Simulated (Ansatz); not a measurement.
# TiPd: equation of state with PBE

The system is TiPd.

```
Pd Ti
1.0
     3.18000    0.00000    0.00000
     0.00000    3.18000    0.00000
     0.00000    0.00000    3.18000
Pd Ti
1 1
Direct
  0.00000 0.00000 0.00000
  0.50000 0.50000 0.50000
```

```json
{
  "Program": "Ansatz 0.2.0",
  "Task": "equation of state",
  "Functional": "PBE",
  "Potentials or basis": "Ansatz PAW",
  "Cutoff": "420 eV",
  "Density cutoff": "1680 eV",
  "k mesh": "8 × 8 × 8",
  "Occupations": "fermi-dirac, width 0.05 eV",
  "Spin": "no spin polarisation"
}
```

* Equilibrium volume: 16.03 Å³/atom
* Bulk modulus: 152 GPa
* Pressure derivative of the bulk modulus: 4.6

Energy against volume, from the lowest point:
```tsv
volume (Å³/atom)	energy (meV/atom)
15.114	27.64
15.436	11.16
15.757	2.21
16.079	0.00
16.400	3.81
16.722	13.01
17.043	27.02
```

All runs of the series together: 4.8 s on 2 threads of Arm Neoverse V2, with other jobs on the host.
